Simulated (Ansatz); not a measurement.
Runs of Ansatz 0.2.0 on Ta3AsAu2O13. The typed cell holds 19 atoms: a = 5.887 Å, b = 6.310 Å, c = 7.976 Å, α = 73.43°, β = 76.58°, γ = 69.60°. The cell was built by a generator and needn't be a form met in nature.

```tsv
task	potentials or basis	cell	k mesh	cutoff (eV)	target pressure (GPa)	points for each segment of the path	gap on the mesh (eV)	pressure (GPa)	largest force (eV/Å)
relaxation of cell and atoms	Ansatz PAW	relaxed to 20 GPa	4 × 4 × 3	420	20	-	(b)	20.0	0.01
band structure	Ansatz PAW	as given	5 × 5 × 4	420	-	10	1.60	0.0	0.01
relaxation of cell and atoms	Ansatz PAW	relaxed to 10 GPa	4 × 4 × 3	420	10	-	(a)	10.0	-
relaxation of cell and atoms	Ansatz PAW	relaxed	4 × 4 × 3	420	-	-	1.60	0.0	0.01
single point	SPMS NC	as given	5 × 5 × 4	1034	-	-	1.58	-0.5	0.13
```

Alike in all rows: level PBE; no spin polarisation; smearing fermi-dirac 0.05 eV.

Question: Estimate the missing entries.

Answer: (a) 1.54; (b) 1.26.

Caveats: spin-orbit coupling is left out, which moves the levels of the heavy elements; odd divisions of the mesh miss points on the zone boundary, where band edges often lie, so the gap on the mesh can be too wide (some runs); the plane-wave basis is chosen anew once the cell has moved, so the energies of steps on either side of that aren't comparable (some runs).

A k mesh can miss the band edges, and the runs leave out spin-orbit coupling on As, Au, Ta.
